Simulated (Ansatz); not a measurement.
# Gd (Gadolinium): the cost of one run

Computed with Ansatz 0.2.0 (DFT PBE, with the methods named in each step, unless a step's input says otherwise).

1 further run of the same task is left out (it didn't finish).

## Step 1: The starting structure

It takes space group P6_3/mmc (No. 194, hexagonal). Conventional cell: a = 3.636 Å, b = 3.636 Å, c = 5.783 Å, α = 90.00°, β = 90.00°, γ = 120.00°. Around Gd (site symmetry -6m2) lie 12 Gd at 3.57 to 3.64 Å.

Structure file:

```
CELL_PARAMETERS angstrom
3.63600 0.00000 0.00000
-1.81800 3.14887 0.00000
0.00000 0.00000 5.78260
ATOMIC_POSITIONS crystal
Gd 0.33333 0.66667 0.25000
Gd 0.66667 0.33333 0.75000
```

Elk's input and logs are in atomic units (hartree, bohr).

Atoms are numbered in the order of the input: Gd1, Gd2.

## Step 2: Collinear moments without spin-orbit coupling, PAW

input.yaml

```yaml
crystal:
  lattice:
    - [3.636, 0.0, 0.0]
    - [-1.818, 3.1488683682, 0.0]
    - [0.0, 0.0, 5.7826]
  atoms:
    - { symbol: Gd, position: [0.3333333333, 0.6666666667, 0.25], spin: 7.0 }
    - { symbol: Gd, position: [0.6666666667, 0.3333333333, 0.75], spin: 7.0 }
magnetization:
  spin_polarized: true
kpoints:
  mp_grid: { grid: [8, 8, 5] }
scf:
  occupations: { method: fermi_dirac, width: 0.025 }
hamiltonian:
  xc: pbe
  pseudopotentials: { kind: paw }
output:
  forces: true
  stress: true
  eigenvalues: true
  write_density: true
  write_potential: true
  elf: true
  volumetric_format: npy
```

Command:

```console
$ ansatz run input.yaml --threads 2 --pin off --max-ram 4096MiB --backend cpu --events-out ev --progress --plain --runs-dir out
```

**Question.** How long does this run take on 2 threads of Arm Neoverse V1, shared host, and how much memory does it need?

About 7.2 s, with a peak of 0.42 GiB.
